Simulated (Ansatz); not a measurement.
# AlRh (Pm-3m): relaxation of cell and ions from a Python script

What cell does AlRh (Pm-3m) relax to? The task is a relaxation of cell and ions, for AlRh (Pm-3m).

All numbers are computed with the Python package of Ansatz 0.2.0. Level of theory: DFT PBEsol, plane waves, PAW.

## 1. The structure

Symmetry: Pm-3m, No. 221, cubic system. The conventional cell has a = 2.977 Å, b = 2.977 Å, c = 2.977 Å, α = 90.00°, β = 90.00°, γ = 90.00°. Around Al (site symmetry m-3m) lie 8 Rh at 2.58 Å. Around Rh (site symmetry m-3m) lie 8 Al at 2.58 Å.

The script reads alrh.cif:

```cif
data_AlRh
_cell_length_a 2.977322
_cell_length_b 2.977322
_cell_length_c 2.977322
_cell_angle_alpha 90.00000
_cell_angle_beta 90.00000
_cell_angle_gamma 90.00000
_symmetry_space_group_name_H-M 'P 1'
_symmetry_Int_Tables_number 1
loop_
_symmetry_equiv_pos_as_xyz
'x, y, z'
loop_
_atom_site_label
_atom_site_type_symbol
_atom_site_fract_x
_atom_site_fract_y
_atom_site_fract_z
Al1 Al    0.000000    0.000000    0.000000
Rh2 Rh    0.500000    0.500000    0.500000
```

## 2. Script

Contents of run_vcrelax.py:

```python
'''Cell relaxation of AlRh.'''

import warnings

import ansatz as az
from ase.io import read
import matplotlib.pyplot as plt
import numpy as np

CUTOFF_EV = 420
FILLING = 'fermi_dirac'
SIGMA = 0.3
FORCE_TOL = 0.1

def edges_and_angles(cell):
    cell = np.asarray(cell)
    a, b, c = np.linalg.norm(cell, axis=1)
    cosines = cell[1] @ cell[2] / (b * c), cell[0] @ cell[2] / (a * c), cell[0] @ cell[1] / (a * b)
    return (a, b, c, *np.degrees(np.arccos(cosines)))

warnings.simplefilter('ignore', az.DeckWarning)

atoms = read('alrh.cif')
cell = az.Crystal.from_ase(atoms)

# edges free, angles fixed
model = (
    cell.calculation()
    .functional(az.Functional.PBESOL)
    .basis(CUTOFF_EV, xc_grid=3)  # plane waves up to this kinetic energy
    .kpoints(10)
    .occupations(FILLING, width=SIGMA)
    .relax(force_tolerance=FORCE_TOL, fix_cell=['angles'], stress_tolerance=0.01)  # relax until forces (and stress) meet their tolerances
)
steps = []


def collect(event):
    if event['event'] == 'relax_step':
        steps.append(event['data'])


out = model.session().plan().execute(on_event=collect)
data = out.report
print('step   energy (eV)     max comp. (eV/A)   P (GPa)  SCF')
for s in steps:
    print(f'{s["step"]:4d} {s["lagrangian_ev"]:15.5f} {s["allowed_force_max_ev_ang"]:12.4f} {s["pressure_gpa"]:10.3f} {s["n_scf"]:5d}')

first, last = steps[0], steps[-1]
symbols = [site.symbol for site in out.lattice.sites]
print(f'energy gained {first["lagrangian_ev"] - last["lagrangian_ev"]:.4f} eV in {len(steps) - 1} steps')
for label, vectors in (('before', first['cell_ang']), ('after', out.lattice.cell_ang)):
    print(label, 'a b c (A) {:.4f} {:.4f} {:.4f}  angles {:.2f} {:.2f} {:.2f}'.format(*edges_and_angles(vectors)), f' V = {abs(np.linalg.det(vectors)):.3f} A^3')
print('final stress xx yy zz (GPa, compression positive):', np.round(np.diag(data['stress_gpa']), 3) + 0.0)

print('relaxed fractional positions')
for site in out.lattice.sites:
    print(f'  {site.symbol:2s}', ' '.join(f'{v % 1:8.5f}' for v in np.round(site.position_frac, 5)))

fig, (top, bottom) = plt.subplots(2, 1, sharex=True, figsize=(4.5, 4))
top.plot([s['lagrangian_ev'] - last['lagrangian_ev'] for s in steps], 'o-')
top.set_ylabel('E - E(final) (eV)')
bottom.semilogy([max(s['allowed_force_max_ev_ang'], 1e-6) for s in steps], 's-')
bottom.set(xlabel='step', ylabel='largest force (eV/A)')
fig.tight_layout()
fig.savefig('relax.png', dpi=100)

change = np.array(last['positions_ang']) @ np.linalg.inv(last['cell_ang']) - np.array(first['positions_ang']) @ np.linalg.inv(first['cell_ang'])
moved = np.linalg.norm(change @ np.array(last['cell_ang']), axis=1)
print('displacement within the cell, strain taken out (A):', ' '.join(f'{s}:{d:.3f}' for s, d in zip(symbols, moved)))

n_atoms = len(data['lattice']['sites'])
print('F =', round(data['free_energy_ev'], 4), 'eV for', n_atoms, 'atoms')
print('E(sigma -> 0) =', round(data['energy_sigma0_ev'], 4), 'eV, TS =', round(data['entropy_ts_ev'], 5), 'eV')
print('closed by', data['closed_by'], 'after', data['n_iterations'], 'iterations')
```

## 3. What the engine is handed

The engine receives this input:

```yaml
crystal:
  lattice:
    - [2.977322, 0.0, 0.0]
    - [0.0, 2.977322, 0.0]
    - [0.0, 0.0, 2.977322]
  atoms:
    - { symbol: Al, position: [0.0, 0.0, 0.0] }
    - { symbol: Rh, position: [0.5, 0.5, 0.5] }
basis:
  ecutwfc: 420.0
  xc_grid: 3
kpoints:
  mp_grid:
    grid: [10, 10, 10]
hamiltonian:
  xc: pbesol
scf:
  occupations:
    method: fermi_dirac
    width: 0.3
relax:
  f_tol: 0.1
  cell:
    stress_tol: 0.01
    fix: [angles]
```

## 4. Launch

Launch:

```bash
$ python run_vcrelax.py
```

**Question.** What results will this script give? Wanted: free energy; moves of the relaxation; energy gained; last largest force component; relaxed conventional cell; space group at the end.

As calculated:

```
                    quantity                                                                      value
                 free energy                                         -6865.5576 eV (-3432.7788 eV/atom)
     moves of the relaxation                                                                          2
               energy gained                                                               0.0 meV/atom
last largest force component                                                                0.0000 eV/Å
   relaxed conventional cell  a = 2.976 Å, b = 2.976 Å, c = 2.976 Å, α = 90.00°, β = 90.00°, γ = 90.00°
      space group at the end                                                                      Pm-3m
```

**Reading.** The volume shrank by 0.1 % over 2 moves, and the space group stayed Pm-3m. Notes:
- These settings explore the input space; cutoff and mesh may be short of convergence.
- Spin is left out of this run.
- Energies along a relaxation are free energies, and a last row that repeats the one before re-solves the same geometry more tightly.
- A Fermi-Dirac width this large means warm electrons, whose thermal share enters the free energy.
- The structure comes from a database of computed cells and needn't be a stable or known phase.
